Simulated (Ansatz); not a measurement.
# CH7AlGeS: up Jacob's ladder to CCSD(T)

How much do the methods differ for CH7AlGeS? The plan is to run it at one geometry with functionals of several rungs and with coupled cluster, and see how far each lands from CCSD(T) at the basis-set limit for the atomisation energy.

Method: functionals in def2-TZVPP, the program's frozen cores in correlated methods; program: Ansatz 0.2.0, Gaussian basis.

Plan: PBE-D4, r2SCAN-D4, PBE0-D4, B3LYP-D4, ωB97X-V, ωB97M-V, B2PLYP; CCSD(T)/def2-TZVPP; MP2/def2-QZVPP; extrapolation to the limit.

## Step 1: Structure used throughout

The geometry comes from an earlier relaxation with PBE0-D4 in a triple-zeta def2 set; it is a stationary point, not always the lowest conformer.

11 atoms, charge 0, spin multiplicity 1.

Atoms are counted from 1 here; the program's logs count them from 0.

Bond lengths: C1–S2 1.820 Å, C1–H5 1.089 Å, C1–H6 1.089 Å, C1–H7 1.089 Å, S2–Al3 2.170 Å, Al3–Ge4 2.476 Å, Al3–H8 1.583 Å, Ge4–H9 1.542 Å, Ge4–H10 1.542 Å, Ge4–H11 1.540 Å. Angles: S2–C1–H5 109.4°, S2–C1–H6 107.9°, S2–C1–H7 112.0°, H5–C1–H6 109.2°, H5–C1–H7 109.4°, H6–C1–H7 108.9°, C1–S2–Al3 104.8°, S2–Al3–Ge4 120.3°, S2–Al3–H8 115.0°, Ge4–Al3–H8 124.6°, Al3–Ge4–H9 111.3°, Al3–Ge4–H10 112.8°, Al3–Ge4–H11 112.2°, H9–Ge4–H10 106.3°, H9–Ge4–H11 106.9°, H10–Ge4–H11 106.9°.

## Step 2: PBE-D4 (GGA)

The input, in.yaml:

```yaml
crystal:
  periodic: [false, false, false]
  atoms:
    - {symbol: C, position_ang: [-0.436635, 1.855795, 0.765512]}
    - {symbol: S, position_ang: [-0.006986, 0.677310, 2.084389]}
    - {symbol: Al, position_ang: [0.399204, -1.188149, 1.052245]}
    - {symbol: Ge, position_ang: [0.259515, -1.307112, -1.417039]}
    - {symbol: H, position_ang: [-1.516336, 1.997614, 0.743777]}
    - {symbol: H, position_ang: [0.044286, 2.805609, 0.996635]}
    - {symbol: H, position_ang: [-0.095781, 1.516929, -0.211971]}
    - {symbol: H, position_ang: [0.768648, -2.407007, 1.992442]}
    - {symbol: H, position_ang: [-1.199016, -1.477050, -1.889203]}
    - {symbol: H, position_ang: [0.792055, -0.035519, -2.108706]}
    - {symbol: H, position_ang: [1.056344, -2.495418, -1.987582]}
basis:
  gaussian: {orbitals: def2-TZVPP}
hamiltonian: {xc: pbe, dispersion: d4}
output: {forces: true, orbitals: {seedname: orbitals}}
```

The run is started by

```
$ ansatz run in.yaml --threads 4 --pin off --events-out ev --progress --plain --max-ram 10444MiB
```

The runs that follow: r2SCAN-D4 (meta-GGA); PBE0-D4 (hybrid); B3LYP-D4 (hybrid); ωB97X-V (range-separated); ωB97M-V (range-separated); B2PLYP (double hybrid); CCSD(T) in def2-TZVPP; MP2 in def2-QZVPP.

Q: Predict the results of all the runs planned. Wanted: atomisation energy, CCSD(T)/CBS; farthest; mean size of error, hybrid; mean size of error, range-separated; gap, smallest and largest; T1 diagnostic; triples share of the correlation energy.

**Answer**, as computed:

```
                               quantity                                                   value
        atomisation energy, CCSD(T)/CBS                                          796.2 kcal/mol
functionals within 8.0 kcal/mol (1.0 %)  PBE-D4, r2SCAN-D4, PBE0-D4, B3LYP-D4, ωB97X-V, ωB97M-V
                               farthest                                 B2PLYP (-15.9 kcal/mol)
             mean size of error, hybrid                                            6.9 kcal/mol
    mean size of error, range-separated                                            2.9 kcal/mol
              gap, smallest and largest                     3.81 eV (PBE-D4), 9.82 eV (ωB97X-V)
                          T1 diagnostic                                                  0.0122
triples share of the correlation energy                                                   3.8 %
```

In words: PBE-D4 is off by -2.3 kcal/mol. Double hybrids carry the basis error of their MP2 part in triple zeta, and no dispersion term here, so their miss is partly the set-up's. Misses under about 8.0 kcal/mol are within the doubt on the reference itself, which lacks core-valence correlation, relativity and higher excitations, and its outer-core shells are covered unevenly. Hartree-Fock recovers 74 % of the binding; the rest is correlation. Orbital gaps span 3.8 to 9.8 eV; exact exchange widens them. Correlated methods include outer-core shells of Ge, which these sets cover unevenly.
